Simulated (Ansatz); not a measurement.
# CH6BFSi2: the cost of one run

Computed with the Python package of Ansatz 0.2.0. The levels of theory stand in the script.

## 1. The structure

Bond lengths: F1–B2 1.416 Å, B2–C3 1.562 Å, C3–Si4 1.806 Å, C3–Si5 1.865 Å, Si4–Si5 2.250 Å, B2–H6 1.192 Å, C3–H7 1.165 Å, Si4–H8 1.445 Å, Si4–H9 1.530 Å, Si5–H10 1.440 Å, Si5–H11 1.456 Å. Angles (14 of 21 angles, heavy atoms first): F1–B2–C3 117.5°, B2–C3–Si4 116.4°, B2–C3–Si5 115.0°, Si4–C3–Si5 75.6°, C3–Si4–Si5 53.4°, C3–Si5–Si4 51.0°, F1–B2–H6 121.3°, C3–B2–H6 120.4°, B2–C3–H7 117.8°, Si4–C3–H7 111.8°, Si5–C3–H7 113.1°, C3–Si4–H8 118.0°, C3–Si4–H9 112.1°, Si5–Si4–H8 115.3°.

The script reads ch6bfsi2.xyz:

```xyz
11

F    -1.60910    1.71480    1.42520
B    -0.83440    1.43230    0.27350
C     0.31140    0.37970    0.41630
Si   -0.19700   -1.34930    0.53220
Si    0.88550   -0.38200   -1.18660
H    -0.91550    2.10550   -0.70740
H     1.18580    0.62320    1.14650
H     0.60140   -2.23870    1.34390
H    -1.69390   -1.52690    0.27120
H     0.04050   -0.05210   -2.30560
H     2.29070   -0.76340   -1.18850
```

## 2. The code

File ch6bfsi2.py:

```python
"""CH6BFSi2 at several levels of theory."""

from pathlib import Path
import warnings

import ansatz as az
import numpy as np

BASIS = "def2-SVP"


def main() -> None:
    warnings.simplefilter("ignore", az.DeckWarning)

    system = az.Crystal.molecule_from_extxyz("ch6bfsi2.xyz")

    calc = system.calculation().basis(gaussian=BASIS)

    print("functional    E (Ha)        dipole (D)   HOMO (eV)  LUMO (eV)")
    for name in ["b3lyp", "r2scan0", "hse06", "r2scan", "lda", "revpbe"]:
        rep = calc.functional(name).forces().orbitals().run(threads=1, backend="cpu", runs_dir="runs").report
        lines = Path(rep["orbitals_path"]).read_text().splitlines()
        field_of = lambda key: [line.split("=")[1].strip() for line in lines if line.startswith(key)]
        orbitals = [(27.211386 * float(e), s, float(n)) for e, s, n in zip(field_of("Ene="), field_of("Spin="), field_of("Occup="))]
        homo = max(e for e, _, n in orbitals if n > 0.5)
        lumo = min(e for e, _, n in orbitals if n < 0.5)
        dipole = 4.803205 * np.linalg.norm(rep["charge_distribution"]["dipole_moment_e_ang"])
        print(f"{name:10s} {rep['free_energy_ev'] / 27.211386246:14.6f} {dipole:9.3f} {homo:11.3f} {lumo:10.3f}")


if __name__ == "__main__":
    main()
```

## 3. What the engine is handed

The package turns the script's settings into the engine's input (first run):

```yaml
crystal:
  periodic: [false, false, false]
  atoms:
    - { symbol: F, position_ang: [-1.6091, 1.7148, 1.4252] }
    - { symbol: B, position_ang: [-0.8344, 1.4323, 0.2735] }
    - { symbol: C, position_ang: [0.3114, 0.3797, 0.4163] }
    - { symbol: Si, position_ang: [-0.197, -1.3493, 0.5322] }
    - { symbol: Si, position_ang: [0.8855, -0.382, -1.1866] }
    - { symbol: H, position_ang: [-0.9155, 2.1055, -0.7074] }
    - { symbol: H, position_ang: [1.1858, 0.6232, 1.1465] }
    - { symbol: H, position_ang: [0.6014, -2.2387, 1.3439] }
    - { symbol: H, position_ang: [-1.6939, -1.5269, 0.2712] }
    - { symbol: H, position_ang: [0.0405, -0.0521, -2.3056] }
    - { symbol: H, position_ang: [2.2907, -0.7634, -1.1885] }
basis:
  gaussian:
    orbitals: def2-SVP
hamiltonian:
  xc: b3lyp
output:
  orbitals: {}
  forces: true
```

## 4. Running it

Command:

```
$ python ch6bfsi2.py
```

**Question.** How long does this script take on 1 thread of Arm Neoverse V1, shared host, and how much memory does it need?

About 42 s, with a peak of 0.32 GiB.
